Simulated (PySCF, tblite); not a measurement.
**C₅H₅F₃O: infrared bands and NMR shifts**

Wanted: the infrared bands and NMR shifts of C₅H₅F₃O (`C=C(O/C=C/F)C(F)F`), by calculation.

Computed with tblite 0.8.0 and PySCF 2.14.0, with density-fitted response routines of our own, on a single molecule in the gas phase. Atoms are numbered from 0 throughout.

## 1. The starting structure

14 atoms, charge 0, multiplicity 1; geometry from: GFN2-xTB.

Bonds of the start (Å): C0–C1 1.33, C1–O2 1.37, O2–C3 1.36, C3–C4 1.33, C4–F5 1.34, C1–C6 1.51, C6–F7 1.35, C6–F8 1.36, C0–H9 1.07, C0–H10 1.07, C3–H11 1.08, C4–H12 1.08, C6–H13 1.10.

## 2. Infrared spectrum with GFN2-xTB

What the job is given:

```
{"job": {"kind": "ir", "xc": "GFN2-xTB", "basis": "xTB"}, "charge": 0, "multiplicity": 1}
C     -0.752986     1.292825    -0.846460
C     -0.763841     0.161184    -0.155483
O      0.297397    -0.604598     0.234800
C      1.549209    -0.071010     0.217411
C      2.617829    -0.851526     0.285589
F      3.843450    -0.309618     0.328191
C     -2.053603    -0.475774     0.317151
F     -3.023045    -0.380404    -0.619584
F     -2.530446     0.163935     1.415770
H     -1.681320     1.781133    -1.076447
H      0.145947     1.751933    -1.214570
H      1.640654     1.006364     0.194053
H      2.623605    -1.928613     0.322688
H     -1.913529    -1.536304     0.574726
```

**Question.** This job is followed by: GIAO PBE0/pcSseg-1 NMR shielding, non-relativistic, gas phase. What will the session give for the following? strongest single infrared mode (GFN2-xTB); zero-point energy (GFN2-xTB); 13C shifts against TMS (PBE0/pcSseg-1); 1H shifts against TMS (PBE0/pcSseg-1); 17O shifts against H2O (PBE0/pcSseg-1); 19F shifts against CFCl3 (PBE0/pcSseg-1, means over atoms taken as alike).

The runs gave:

| quantity | value |
| --- | --- |
| strongest single infrared mode (GFN2-xTB) | 1214 cm⁻¹, 320 km/mol |
| zero-point energy (GFN2-xTB) | 57.0 kcal/mol |
| 13C shifts against TMS (PBE0/pcSseg-1) | 165.9, 154.3, 140.0, 118.7, 93.7 ppm |
| 1H shifts against TMS (PBE0/pcSseg-1) | 7.55, 7.28, 6.26, 5.31, 4.79 ppm |
| 17O shifts against H2O (PBE0/pcSseg-1) | 153.9 ppm |
| 19F shifts against CFCl3 (PBE0/pcSseg-1, means over atoms taken as alike) | -128.8, -180.4 ppm |

In words: No mode is imaginary among the 36: a minimum at this level. The strongest single mode, at 1214 cm⁻¹, is carried by H12, O2, H13, C3. Unscaled tight-binding wavenumbers are off by several per cent, some by more. Its intensities can rank the bands wrongly.
